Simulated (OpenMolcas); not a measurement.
# BNH3OF (SMILES NB(O)F) at UHF/6-311+G(d,p)

We compute a single-point energy of BNH3OF. 

The results are computed with OpenMolcas 26.06.

## 1. The system as given

The species is BNH3OF (7 atoms), meant as a singlet with charge 0. As SMILES, `NB(O)F`. The N1–B2 distance was set to 2.531 Å, away from the relaxed value. At this shape a bond of the SMILES string is far longer than usual.

Bond lengths: B2–O3 1.363 Å, B2–F4 1.337 Å, N1–H5 1.004 Å, N1–H6 1.003 Å, O3–H7 0.957 Å. Angles: O3–B2–F4 116.0°, B2–O3–H7 114.6°, H5–N1–H6 114.2°. A long bond or contact: N1–B2 2.531 Å.

## 2. A single-point energy at UHF/6-311+G(d,p)

Input file step1.inp:

```
&GATEWAY
BasLib = $CurrDir
Coord
7
angstrom
N       -0.988700       1.760725       0.173269
B        0.039300      -0.505700      -0.288800
O        1.106300      -1.044300       0.367000
F       -0.494800      -1.258200      -1.256300
H       -1.777300       2.089025      -0.354331
H       -0.667000       2.401625       0.873869
H        1.472700      -0.489200       1.055700
Basis = 6-311pGss
Group = NoSym
&SEWARD
&SCF
UHF
Scramble = 0.25
PrOrbitals = 1 2
```

The basis set 6-311+G** is read from a file made from the Basis Set Exchange's data (not shown).

The run is started by

```bash
export MOLCAS_MEM=1860
pymolcas step1.inp > step1.log
```

Q: Predict the results. Wanted: total energy; dipole moment; HOMO energy; LUMO energy; HOMO–LUMO gap.

Answer, from the run:

At UHF/6-311+G**:

```
     quantity          value
 total energy  -255.20226 Eh
dipole moment         2.52 D
  HOMO energy       -9.42 eV
  LUMO energy        0.52 eV
HOMO–LUMO gap        9.95 eV
```
